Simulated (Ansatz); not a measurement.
# C₈H₂₂F₂Si₃: how energies converge with the basis set

How large a basis does C₈H₂₂F₂Si₃ need? Two functionals are run in growing sets.

Method: one geometry, several basis sets; program: Ansatz 0.2.0, Gaussian basis.

Levels to be run: PBE0-D4/def2-SVP; ωB97M-V/def2-SVP; PBE0-D4/def2-QZVPP; ωB97M-V/def2-QZVPP; the functionals' def2-TZVPP values are taken from earlier runs.

1 further run of the same task is left out (it didn't finish).

## (1) The relaxed structure

An earlier PBE0-D4 in a triple-zeta def2 set relaxation fixed the geometry.

SMILES `C[Si](C)(C)C[Si](F)(F)C[Si](C)(C)C`, 35 atoms, charge 0, spin multiplicity 1.

Atoms are counted from 1 here; the program's logs count them from 0.

Bond lengths: C1–Si2 1.875 Å, C1–H14 1.093 Å, C1–H15 1.093 Å, C1–H16 1.094 Å, Si2–C3 1.872 Å, Si2–C4 1.871 Å, Si2–C5 1.890 Å, C3–H17 1.094 Å, C3–H18 1.092 Å, C3–H19 1.093 Å, C4–H20 1.094 Å, C4–H21 1.093 Å, C4–H22 1.093 Å, C5–Si6 1.841 Å, C5–H23 1.096 Å, C5–H24 1.097 Å, Si6–F7 1.606 Å, Si6–F8 1.599 Å and more. Angles: Si2–C1–H14 111.2°, Si2–C1–H15 111.2°, Si2–C1–H16 111.0°, H14–C1–H15 107.8°, H14–C1–H16 107.7°, H15–C1–H16 107.7°, C1–Si2–C3 109.7°, C1–Si2–C4 109.8°, C1–Si2–C5 108.3°, C3–Si2–C4 110.3°, C3–Si2–C5 108.8°, C4–Si2–C5 109.9°, Si2–C3–H17 111.2°, Si2–C3–H18 110.9°, Si2–C3–H19 110.8°, H17–C3–H18 108.1°, H17–C3–H19 107.6°, H18–C3–H19 108.0° and more.

Geometry (Å):

```xyz
35
charge 0, multiplicity 1
C    -3.2366    2.1884    1.6891
Si   -1.5891    2.1146    0.7977
C    -0.1950    2.1317    2.0474
C    -1.4338    3.5689   -0.3696
C    -1.5131    0.4975   -0.1771
Si   -0.1630    0.3298   -1.4175
F     1.1357    1.1281   -0.9136
F    -0.6099    1.1039   -2.7438
C     0.3432   -1.3907   -1.8334
Si    1.5410   -2.2329   -0.6390
C     1.5272   -4.0754   -0.9806
C     1.0135   -1.9292    1.1357
C     3.2574   -1.5424   -0.9123
H    -3.3618    1.3346    2.3606
H    -4.0700    2.1827    0.9813
H    -3.3160    3.0990    2.2895
H    -0.2691    1.2842    2.7347
H     0.7760    2.0818    1.5492
H    -0.2204    3.0465    2.6459
H    -1.5353    4.5129    0.1730
H    -0.4623    3.5723   -0.8701
H    -2.2059    3.5421   -1.1429
H    -1.4443   -0.3269    0.5411
H    -2.4607    0.3664   -0.7139
H    -0.5665   -1.9978   -1.9107
H     0.8058   -1.3909   -2.8275
H     0.5342   -4.5020   -0.8147
H     1.8126   -4.2864   -2.0146
H     2.2292   -4.6005   -0.3269
H     1.6828   -2.4525    1.8243
H     1.0478   -0.8662    1.3895
H    -0.0006   -2.2925    1.3243
H     3.5995   -1.7298   -1.9338
H     3.2740   -0.4631   -0.7447
H     3.9769   -2.0041   -0.2305
```

## (2) PBE0-D4 in def2-SVP

Input file in.yaml:

```yaml
crystal:
  periodic: [false, false, false]
  atoms:
    - {symbol: C, position_ang: [-3.236649, 2.188428, 1.689102]}
    - {symbol: Si, position_ang: [-1.589078, 2.114615, 0.797725]}
    - {symbol: C, position_ang: [-0.194982, 2.131699, 2.047410]}
    - {symbol: C, position_ang: [-1.433785, 3.568897, -0.369569]}
    - {symbol: C, position_ang: [-1.513145, 0.497536, -0.177132]}
    - {symbol: Si, position_ang: [-0.163002, 0.329801, -1.417471]}
    - {symbol: F, position_ang: [1.135695, 1.128119, -0.913620]}
    - {symbol: F, position_ang: [-0.609908, 1.103883, -2.743789]}
    - {symbol: C, position_ang: [0.343241, -1.390721, -1.833359]}
    - {symbol: Si, position_ang: [1.540959, -2.232930, -0.638983]}
    - {symbol: C, position_ang: [1.527184, -4.075382, -0.980566]}
    - {symbol: C, position_ang: [1.013473, -1.929240, 1.135731]}
    - {symbol: C, position_ang: [3.257403, -1.542418, -0.912278]}
    - {symbol: H, position_ang: [-3.361814, 1.334606, 2.360588]}
    - {symbol: H, position_ang: [-4.070045, 2.182671, 0.981349]}
    - {symbol: H, position_ang: [-3.316007, 3.099016, 2.289488]}
    - {symbol: H, position_ang: [-0.269088, 1.284209, 2.734717]}
    - {symbol: H, position_ang: [0.775965, 2.081811, 1.549158]}
    - {symbol: H, position_ang: [-0.220389, 3.046485, 2.645873]}
    - {symbol: H, position_ang: [-1.535253, 4.512891, 0.172962]}
    - {symbol: H, position_ang: [-0.462266, 3.572319, -0.870067]}
    - {symbol: H, position_ang: [-2.205909, 3.542096, -1.142914]}
    - {symbol: H, position_ang: [-1.444296, -0.326941, 0.541124]}
    - {symbol: H, position_ang: [-2.460653, 0.366406, -0.713940]}
    - {symbol: H, position_ang: [-0.566528, -1.997773, -1.910710]}
    - {symbol: H, position_ang: [0.805763, -1.390874, -2.827511]}
    - {symbol: H, position_ang: [0.534165, -4.501976, -0.814670]}
    - {symbol: H, position_ang: [1.812637, -4.286396, -2.014646]}
    - {symbol: H, position_ang: [2.229177, -4.600483, -0.326867]}
    - {symbol: H, position_ang: [1.682803, -2.452475, 1.824346]}
    - {symbol: H, position_ang: [1.047773, -0.866249, 1.389496]}
    - {symbol: H, position_ang: [-0.000613, -2.292538, 1.324316]}
    - {symbol: H, position_ang: [3.599478, -1.729794, -1.933785]}
    - {symbol: H, position_ang: [3.274038, -0.463081, -0.744662]}
    - {symbol: H, position_ang: [3.976854, -2.004113, -0.230546]}
basis:
  gaussian: {orbitals: def2-SVP}
hamiltonian: {xc: pbe0, dispersion: d4}
output: {orbitals: {seedname: orbitals}}
```

On the command line:

```sh
ansatz run in.yaml --threads 11 --pin off --events-out ev --progress --plain --max-ram 174080MiB --backend cpu
```

Further steps of the session: ωB97M-V in def2-SVP; PBE0-D4 in def2-QZVPP; ωB97M-V in def2-QZVPP.

Before running them: what should the planned runs give, taken together? Wanted: PBE0-D4: double and triple zeta above quadruple; ωB97M-V: double and triple zeta above quadruple.

As calculated:

| quantity | value |
| --- | --- |
| PBE0-D4: double and triple zeta above quadruple | 26.57, 1.61 eV |
| ωB97M-V: double and triple zeta above quadruple | 27.26, 1.51 eV |

What this shows: For PBE0-D4 the step from double to triple zeta gains 24.96 eV and the next only 1.61 eV. Total energies overstate the basis error of differences, where much of it tends to cancel. The LUMO of ωB97M-V is positive and keeps falling with the basis (2.66 to 1.33 eV): an unbound level that the basis holds in place.
